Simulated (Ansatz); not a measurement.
# Ca (Calcium-beta): how the settings move a single-point run

Question: which choices in the input matter for Ca (Calcium-beta)?

The COD cell was measured well above room temperature, so it is larger than a cold one.

Method: reference: DFT, PBEsol, all-electron LAPW, scalar-relativistic; levels and slopes on a fine mesh, independent-particle optical spectra, in Ansatz 0.2.0.

### 1 The structure to begin with

It takes space group P6_3/mmc (No. 194, hexagonal). The conventional cell has a = 3.855 Å, b = 3.855 Å, c = 6.345 Å, α = 90.00°, β = 90.00°, γ = 120.00°. Ca (site symmetry -6m2) has 12 Ca at 3.85 to 3.88 Å as nearest neighbours.

Coordinates:

```xyz
2
Lattice="3.8550 0.0000 0.0000 -1.9275 3.3385 0.0000 0.0000 0.0000 6.3445" Properties=species:S:1:pos:R:3 pbc="T T T"
Ca    0.0000    2.2257    1.5861
Ca    1.9275    1.1128    4.7584
```

### 2 Reference

Input file input.yaml:

```yaml
crystal:
  lattice:
    - [3.85498511694, 0.0, 0.0]
    - [-1.92749255847, 3.33851504248, 0.0]
    - [0.0, 0.0, 6.34454157289]
  atoms:
    - { symbol: Ca, position: [0.333333333333, 0.666666666667, 0.25] }
    - { symbol: Ca, position: [0.666666666667, 0.333333333333, 0.75] }
kpoints:
  mp_grid: { grid: [12, 12, 6] }
scf:
  occupations: { method: fermi_dirac, width: 0.08 }
hamiltonian:
  xc: pbesol
  pseudopotentials: { kind: all_electron, lapw: { basis_error: 0.001 } }
output:
  forces: true
  stress: true
  eigenvalues: true
  eigenstates:
    nscf_kmesh: { grid: [16, 16, 8] }
    de_dk: true
    e_range: [-14, 14]
  optics:
    e_range: [0, 20]
    de: 0.2
    sigma: 0.25
    bands: { spectra_wanted_up_to: 20 }
    nscf_kmesh: { grid: [16, 16, 8] }
    drude_damping: 0.05
checkpoint:
  write: ck
  write_wavefunctions: false
```

Started as:

```sh
$ ansatz run input.yaml --threads 1 --pin off --max-ram 3072MiB --backend cpu --events-out ev --progress --plain --runs-dir out
```

The main lines of its log:

```text
[...]
Basis set: ecut = 84.96830341352332 eV, 135 PW (Γ), exchange–correlation at level 2
[...]
k-points: 76 of 864
[...]
SCF iter   1: F=—  HF=-36982.723255 eV  |F-HF|=—  |Δ(HF+E_count)|=         —  Δρ=2.89e-3  dr2=1.27e-2  ethr=6.46e-5  ⟨swp⟩=4.2  Hψ=16193  notcnv=0
[...]
preconditioner: auto → Kerker (q_TF=auto, 2.158 Å⁻¹)  [metal: Δε(μ)=0.009 eV  Ē_g=3.537 eV  σ=0.080 eV  W_gap=0.03  n_scr=22 (ndim 8)  ℏωp=8.2 eV  f_vac=0.000  D(μ)=2.38/eV (n_scr^D=22)]
SCF iter   2: F=—  HF=-36982.722042 eV  |F-HF|=—  |Δ(HF+E_count)|=   1.21e-3  Δρ=2.30e-3  dr2=8.31e-3  ethr=6.34e-5  ⟨swp⟩=2.0  Hψ=4061  notcnv=0
[...]
SCF iter   9: F=—  HF=-36982.724986 eV  |F-HF|=—  |Δ(HF+E_count)|=  2.11e-10  Δρ=1.10e-7  dr2=1.07e-11  ethr=3.44e-12  ⟨swp⟩=2.1  Hψ=4066  notcnv=0
SCF iter  10: F=-36982.724986 eV  HF=-36982.724986 eV  |F-HF|=1.46e-11  |Δ(HF+E_count)|=  6.55e-11  Δρ=2.43e-8  dr2=6.69e-13  ethr=1.00e-12  ⟨swp⟩=2.0  Hψ=4055  notcnv=0
[...]
SCF converged after 10 iterations
Free energy (F): -36982.724986 eV
[...]
E sigma→0 (E₀):  -36982.698610 eV
[...]
Fermi energy:    5.446095 eV
[...]
  P = ⅓ Tr σ = -0.0049 GPa (-0.049 kbar)
[...]
```

It took 36 s on 1 thread of Intel Xeon Platinum 8488C (Sapphire Rapids), shared host; peak memory 0.39 GiB.

### 3 Variant: mp_grid.grid [15, 15, 8], mixing.algorithm msr1, mixing.beta 0.05, mixing.ndim 4, xc_grid 1

Changes to input.yaml since step 2:

```diff
@@ -9,5 +9,6 @@
 kpoints:
-  mp_grid: { grid: [12, 12, 6] }
+  mp_grid: { grid: [15, 15, 8] }
 scf:
   occupations: { method: fermi_dirac, width: 0.08 }
+  mixing: { algorithm: msr1, beta: 0.05, ndim: 4 }
 hamiltonian:
@@ -33 +34,3 @@
   write_wavefunctions: false
+basis:
+  xc_grid: 1
```

Started as:

```sh
$ ansatz run input.yaml --threads 1 --pin off --max-ram 3072MiB --backend cpu --events-out ev --progress --plain --runs-dir out
```

The log of the run, cut to the lines that bear on the results:

```text
LAPW: plane waves up to 4.722 Å⁻¹, error target 1.0e-3 eV per atom; small_component_spin mean_spin; Ca in spheres of 1.927 Å, 10 of its electrons in bands, Dirac shells [] (how accurate: hamiltonian.pseudopotentials.lapw.basis_error, Limitations)
[...]
Pseudopotentials: kind: all_electron
Pseudopotential: Ca, LAPW, valence charge 10, lapw/all_electron/scalar/gaussian/Ca, Koelling and Harmon's equation, gaussian nucleus
Functional definition: PBEsol
[...]
Crystal: 2 atoms, lattice volume = 81.654 Å³
Basis set: ecut = 84.96830341352332 eV, 135 PW (Γ), exchange–correlation at level 1
Bands: 14, of which v1, the nominal top of the filled ones, is band 10 counted from 1 (9 counted from 0)
Symmetry: 24 space group operations
Space group: P63/mmc (ITA 194), of the structure as read, at distance tolerance 4.3e-5 Å
k-points: 135 of 1800
[...]
SCF iter   1: F=—  HF=-36982.722970 eV  |F-HF|=—  |Δ(HF+E_count)|=         —  Δρ=2.89e-3  dr2=1.27e-2  ethr=6.45e-5  ⟨swp⟩=4.3  Hψ=28800  notcnv=0
[...]
SCF iter  11: F=-36982.724623 eV  HF=-36982.724623 eV  |F-HF|=5.82e-11  |Δ(HF+E_count)|=  1.09e-10  Δρ=9.07e-8  dr2=8.34e-12  ethr=1.00e-12  ⟨swp⟩=2.0  Hψ=7210  notcnv=0
[...]
NSCF: frozen V_eff on 150 k-points
NSCF: frozen V_eff on 150 k-points
SCF converged after 11 iterations
Free energy (F): -36982.724623 eV
[...]
E sigma→0 (E₀):  -36982.697982 eV
Entropy (-TS):   -0.053282 eV (-26.641 meV/atom)
Fermi energy:    5.448663 eV
[...]
--- Forces (eV/Å), atoms counted from 1 ---
  atom   1  Ca    -0.00000000    -0.00000000    -0.00000000
  atom   2  Ca     0.00000000     0.00000000     0.00000000
[...]
--- Stress (GPa, compression-positive) ---
       -0.006146       0.000000       0.000000
        0.000000      -0.006146       0.000000
        0.000000       0.000000      -0.014451
  P = ⅓ Tr σ = -0.0089 GPa (-0.089 kbar)
--- Band table (eV; the first three rows and the last of 135) ---
  k-point 0: bands = ["-36.3563", "-36.3407", "-17.4939", "-17.3663", "-17.3663", "-17.3454", "-17.3454", "-17.3382", "1.3112", "4.3565", "5.2378", "7.7287", "7.7699", "7.7699", "8.0867", "8.0867", "8.5170", "8.5170"]
[...]
--- Fermi surface from the table of eigenstates, both spin states counted (twice the sheets' area in a run without spin) ---
  How far the three rows differ hints at the mesh's error and does not bound it.
  reading                E - E_F (eV)   area (Å⁻²)  resistivity times mean free path along x, y, z (Ω·m²), under one mean free path over the surface
  by tetrahedra                0.0138       12.915  3.4015e-15  3.4015e-15  1.4720e-15
  by the states' slopes        0.0410       12.891  2.3837e-15  2.3837e-15  2.3479e-15
  on every second point        0.0251        5.904  7.4718e-15  7.4718e-15  3.2087e-15
```

Wall time 41 s (1 thread of Intel Xeon Platinum 8488C (Sapphire Rapids), shared host); peak memory 0.43 GiB.

Changing the k-point mesh, mixing and numerical grids hardly moves the energy: +0.2 meV/atom.

### 4 Changing settings: mp_grid.shift [0.5, 0.5, 0.5], preconditioner resta, dr2_threshold 1.0e-08

Changes to input.yaml since step 2:

```diff
@@ -9,5 +9,7 @@
 kpoints:
-  mp_grid: { grid: [12, 12, 6] }
+  mp_grid: { grid: [12, 12, 6], shift: [0.5, 0.5, 0.5] }
 scf:
   occupations: { method: fermi_dirac, width: 0.08 }
+  mixing: { preconditioner: resta }
+  convergence: { dr2_threshold: 1.0e-08 }
 hamiltonian:
```

Started as:

```sh
$ ansatz run input.yaml --threads 1 --pin off --max-ram 3072MiB --backend cpu --events-out ev --progress --plain --runs-dir out
```

The log of the run, cut to the lines that bear on the results:

```text
Warning: crystal.symmetry: narrowed to the stabiliser of the k-point mesh — unitary ops 24 → 8; excluded 16 operations that carry a point of the 12×12×6 mesh (shift [0.5, 0.5, 0.5]) off the mesh (the run samples exactly the mesh kpoints.mp_grid names, as under crystal.symmetry.detect: [...]
Warning: scf.convergence.dr2_threshold = 1e-8 eV is looser than 1e-11 eV, the default for `output.eigenstates.de_dk` on PAW and all-electron files: empty levels that such a close leaves unsettled can have slopes far off; leave scf.convergence.dr2_threshold unset, or set it to the tightest [...]
LAPW: plane waves up to 4.722 Å⁻¹, error target 1.0e-3 eV per atom; small_component_spin mean_spin; Ca in spheres of 1.927 Å, 10 of its electrons in bands, Dirac shells [] (how accurate: hamiltonian.pseudopotentials.lapw.basis_error, Limitations)
[...]
[... 3 set-up lines as earlier in the session ...]
[...]
Crystal: 2 atoms, lattice volume = 81.654 Å³
[...]
Free energy (F): -36982.723904 eV
[...]
E sigma→0 (E₀):  -36982.696552 eV
Entropy (-TS):   -0.054704 eV (-27.352 meV/atom)
Fermi energy:    5.449977 eV
[...]
--- Forces (eV/Å), atoms counted from 1 ---
  atom   1  Ca     0.00017015    -0.00009824    -0.00000000
  atom   2  Ca    -0.00017015     0.00009824     0.00000000
[...]
--- Stress (GPa, compression-positive) ---
       -0.022422       0.012989       0.000000
        0.012989      -0.007423      -0.000000
        0.000000      -0.000000       0.006101
  P = ⅓ Tr σ = -0.0079 GPa (-0.079 kbar)
--- Band table (eV; the first three rows and the last of 126) ---
  k-point 0: bands = ["-36.3547", "-36.3399", "-17.4880", "-17.3714", "-17.3678", "-17.3520", "-17.3467", "-17.3404", "1.4233", "4.2631", "5.3967", "7.5353", "7.8179", "7.8445"]
[...]
--- Fermi surface from the table of eigenstates, both spin states counted (twice the sheets' area in a run without spin) ---
  How far the three rows differ hints at the mesh's error and does not bound it.
  reading                E - E_F (eV)   area (Å⁻²)  resistivity times mean free path along x, y, z (Ω·m²), under one mean free path over the surface
  by tetrahedra                0.0126       12.914  3.4018e-15  3.4015e-15  1.4720e-15
  by the states' slopes        0.0398       12.891  2.3834e-15  2.3835e-15  2.3479e-15
  on every second point        0.0239        5.904  7.4721e-15  7.4719e-15  3.2087e-15
```

Run time: 81 s. Hardware: 1 thread of Intel Xeon Platinum 8488C (Sapphire Rapids), shared host; peak memory 0.53 GiB.

Changing the k-point mesh, mixing and convergence setting moves the energy by +0.5 meV/atom. The energy is not variational in the mesh, so the sign tells nothing.

### 5 Side by side

```
                                                                                           run     ending  energy change  pressure (GPa)  gap (eV)  force (eV/Å)  cycles  time
                                                                                     reference  converged              0             0.0      0.00          0.00       -  36 s
1: mp_grid.grid [15, 15, 8], mixing.algorithm msr1, mixing.beta 0.05, mixing.ndim 4, xc_grid 1  converged  +0.2 meV/atom             0.0      0.00          0.00      11  41 s
                 2: mp_grid.shift [0.5, 0.5, 0.5], preconditioner resta, dr2_threshold 1.0e-08  converged  +0.5 meV/atom             0.0      0.00          0.00       5  81 s
```

Residual by cycle in the longest SCF loop of each run; runs are numbered as in the table. The quantity is the density residual dr2, in eV.

```
cycle  reference    run 1    run 2
    1     0.0127   0.0127   0.0126
    2    0.00831   0.0122  0.00342
    3    0.00285  0.00406   1.2e-4
    4     2.0e-4  0.00103   2.8e-6
    5     7.4e-6   6.2e-5  5.6e-10
    6     9.7e-7   3.1e-6        -
    7     1.0e-8   4.3e-7        -
    8    6.9e-10   1.8e-8        -
    9    1.1e-11   1.1e-9        -
   10    6.7e-13  9.5e-11        -
   11          -  8.3e-12        -
```

**Reading.** Of the converged runs whose energies compare with the reference's, «mp_grid.shift [0.5, 0.5, 0.5], preconditioner resta, dr2_threshold 1.0e-08» moves the energy most (+0.5 meV/atom) and «mp_grid.grid [15, 15, 8], mixing.algorithm msr1, mixing.beta 0.05, mixing.ndim 4, xc_grid 1» least (+0.2 meV/atom).
